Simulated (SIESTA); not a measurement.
# LiO8 under changes of volume

One of the cells (11.157 Å³/atom); the others are scaled copies at fixed shape and fractional positions:

```xyz
9
Lattice="4.0724 -3.0482 0.0000 4.0724 3.0482 0.0000 -2.9768 0.0000 4.0446" Properties=species:S:1:pos:R:3 pbc="T T T"
O     6.5323    0.1440    0.6082
O    -1.3644    0.1440    3.4364
O     3.5878    0.0961    3.3981
O     1.5802    0.0961    0.6465
O     4.1081    1.4447    0.6284
O     1.0599    1.4447    3.4162
O     1.1149   -1.4366    3.4284
O     4.0531   -1.4366    0.6162
Li    2.5840    1.5355    2.0223
```

The cell comes from a database or a generator and needn't be the stable form of this composition.

```yaml
Program: SIESTA 5.4.2
Functional: LDA
Potentials_or_basis: PseudoDojo 0.4 standard (LDA files)
Basis: DZP (energy shift 0.003 Ry; two zetas on semicore shells)
Grid_cutoff: 800 Ry
Energy_shift: 0.003 Ry
k_mesh: 4 × 4 × 5
Occupations: fermi-dirac, width 0.05 eV
Spin: no spin polarisation
```

```csv
volume (Å³/atom),energy over the lowest point (meV/atom),pressure (GPa),largest force (eV/Å)
10.488,0.00,-1.7,1.243
10.711,4.06,-4.0,0.608
10.934,?,?,?
11.157,21.06,-8.0,0.583
11.380,33.38,-9.6,1.095
11.603,47.88,-11.1,1.577
11.827,64.35,-12.4,2.030
```

Question: What does the run at 10.934 Å³/atom give?

Answer: Energy over the lowest point 11.19 meV/atom; pressure -6.1 GPa; largest force 0.143 eV/Å.

Worked out: A Birch-Murnaghan fit of order 3 (a polynomial in V^(-2/3)) to the other rows has its minimum at 10.34 Å³/atom, just outside them, with B0 = V·E''(V) = 125 GPa and B' = 4.5 at fixed shape and positions, which overstates the stiffness. It gives 11.19 meV/atom at 10.934 Å³/atom, against the run's 11.19, and -dE/dV = -6.2 GPa, against -6.1.

Energies are extrapolated to zero smearing.

Caveats: the basis of atomic orbitals isn't converged, which shifts pressures, moduli and gaps; an odd number of electrons without spin polarisation forces a metal; a magnetic or distorted state may lie lower.
